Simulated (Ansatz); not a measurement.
**C₂H₉BN₂: up Jacob's ladder to CCSD(T)**

How much do the methods differ for C₂H₉BN₂? The plan is to run it at one geometry with functionals of several rungs and with coupled cluster, and see how far each lands from CCSD(T) at the basis-set limit for the atomisation energy.

Program: Ansatz 0.2.0, Gaussian basis. Level of theory: functionals in def2-TZVPP, the program's frozen cores in correlated methods. These are calculated values, not measurements.

The runs, in order: LDA (SPW92), PBE-D4, revPBE-D4, BLYP-D4, r2SCAN-D4, B97M-V, PBE0-D4, B3LYP-D4, r2SCANh-D4, r2SCAN0-D4, HSE06-D4, BHLYP-D4, CAM-B3LYP-D4, LC-ωPBE, ωB97X-V, ωB97M-V, B2PLYP, PBE-QIDH; CCSD(T)/def2-SVP; CCSD(T)/def2-TZVPP; MP2/def2-QZVPP; extrapolation to the limit; RPA on PBE.

**1. Structure used throughout**

All runs share one geometry, relaxed beforehand with PBE0-D4 in a triple-zeta def2 set.

14 atoms, charge 0, spin multiplicity 1.

Atoms are counted from 1 here; the program's logs count them from 0.

Bond lengths: C1–N2 1.437 Å, C1–H6 1.090 Å, C1–H7 1.098 Å, C1–H8 1.098 Å, N2–C3 1.439 Å, N2–B4 1.411 Å, C3–H9 1.089 Å, C3–H10 1.099 Å, C3–H11 1.099 Å, B4–N5 1.411 Å, B4–H12 1.200 Å, N5–H13 1.004 Å, N5–H14 1.003 Å. Angles: N2–C1–H6 111.4°, N2–C1–H7 111.4°, N2–C1–H8 111.3°, H6–C1–H7 107.6°, H6–C1–H8 107.6°, H7–C1–H8 107.3°, C1–N2–C3 113.2°, C1–N2–B4 124.8°, C3–N2–B4 122.0°, N2–C3–H9 109.9°, N2–C3–H10 111.4°, N2–C3–H11 111.5°, H9–C3–H10 108.3°, H9–C3–H11 108.3°, H10–C3–H11 107.3°, N2–B4–N5 124.4°, N2–B4–H12 117.8°, N5–B4–H12 117.8° and more.

As a file:

```
C    -0.7334   -0.2821    1.1737
N     0.2011   -0.2239    0.0833
C     1.2659   -1.1850    0.1971
B     0.1117    0.6668   -1.0073
N    -0.9122    1.6239   -1.1734
H    -1.5188    0.4655    1.0640
H    -1.2169   -1.2663    1.2350
H    -0.2355   -0.1014    2.1357
H     1.9408   -1.0935   -0.6531
H     1.8467   -1.0332    1.1171
H     0.8787   -2.2128    0.2214
H     0.9638    0.6071   -1.8504
H    -1.6808    1.7722   -0.5449
H    -0.9243    2.2334   -1.9693
```

**2. LDA**

This LDA is Slater exchange with PW92 correlation.

in.yaml reads:

```yaml
crystal:
  periodic: [false, false, false]
  atoms:
    - {symbol: C, position_ang: [-0.733371, -0.282122, 1.173700]}
    - {symbol: N, position_ang: [0.201113, -0.223927, 0.083252]}
    - {symbol: C, position_ang: [1.265948, -1.185026, 0.197106]}
    - {symbol: B, position_ang: [0.111662, 0.666796, -1.007328]}
    - {symbol: N, position_ang: [-0.912194, 1.623881, -1.173417]}
    - {symbol: H, position_ang: [-1.518774, 0.465528, 1.064014]}
    - {symbol: H, position_ang: [-1.216879, -1.266322, 1.235014]}
    - {symbol: H, position_ang: [-0.235506, -0.101394, 2.135667]}
    - {symbol: H, position_ang: [1.940841, -1.093508, -0.653147]}
    - {symbol: H, position_ang: [1.846717, -1.033201, 1.117127]}
    - {symbol: H, position_ang: [0.878679, -2.212814, 0.221417]}
    - {symbol: H, position_ang: [0.963824, 0.607101, -1.850366]}
    - {symbol: H, position_ang: [-1.680761, 1.772180, -0.544875]}
    - {symbol: H, position_ang: [-0.924299, 2.233429, -1.969264]}
basis:
  gaussian: {orbitals: def2-TZVPP}
hamiltonian: {xc: lda}
output: {orbitals: {seedname: orbitals}}
```

The runs that follow: PBE-D4 (GGA); revPBE-D4 (GGA); BLYP-D4 (GGA); r2SCAN-D4 (meta-GGA); B97M-V (meta-GGA); PBE0-D4 (hybrid); B3LYP-D4 (hybrid); r2SCANh-D4 (hybrid); r2SCAN0-D4 (hybrid); HSE06-D4 (hybrid); BHLYP-D4 (hybrid); CAM-B3LYP-D4 (range-separated); LC-ωPBE-D4 (range-separated); ωB97X-V (range-separated); ωB97M-V (range-separated); B2PLYP (double hybrid); PBE-QIDH (double hybrid); CCSD(T) in def2-SVP; CCSD(T) in def2-TZVPP; MP2 in def2-QZVPP; RPA on PBE orbitals.

**Question.** What will the summary of the whole plan be? Wanted: atomisation energy, CCSD(T)/CBS; farthest beyond LDA; mean size of error, GGA; mean size of error, meta-GGA; mean size of error, hybrid; mean size of error, range-separated; mean size of error, double hybrid; gap, smallest and largest; T1 diagnostic.

As calculated:

| quantity | value |
| --- | --- |
| atomisation energy, CCSD(T)/CBS | 5354.8 kJ/mol |
| functionals within 26.8 kJ/mol (0.5 %) | revPBE-D4, r2SCAN-D4, B97M-V, r2SCANh-D4, LC-ωPBE, B2PLYP, PBE-QIDH |
| farthest beyond LDA | PBE-D4 (+128.8 kJ/mol) |
| mean size of error, GGA | 56.1 kJ/mol |
| mean size of error, meta-GGA | 13.8 kJ/mol |
| mean size of error, hybrid | 49.9 kJ/mol |
| mean size of error, range-separated | 37.9 kJ/mol |
| mean size of error, double hybrid | 21.4 kJ/mol |
| gap, smallest and largest | 5.06 eV (BLYP-D4), 12.00 eV (LC-ωPBE) |
| T1 diagnostic | 0.0109 |
| triples share of the correlation energy | 3.7 % |

What this shows: LDA overbinds by 770.9 kJ/mol (14 %). PBE-D4 is off by +128.8 kJ/mol. Double hybrids carry the basis error of their MP2 part in triple zeta, and no dispersion term here, so their miss is partly the set-up's. The rungs meta-GGA, double hybrid miss on average by less than the doubt on the reference (26.8 kJ/mol), so they tie. The reference freezes the cores and leaves out relativity and excitations past (T), so misses under about 26.8 kJ/mol can't be ranked. Hartree-Fock recovers 73 % of the binding; the rest is correlation. CCSD(T) in def2-SVP is off by -254.6 kJ/mol, more than most functionals: a good method in a small basis is no reference. Orbital gaps span 5.1 to 12.0 eV; exact exchange widens them.
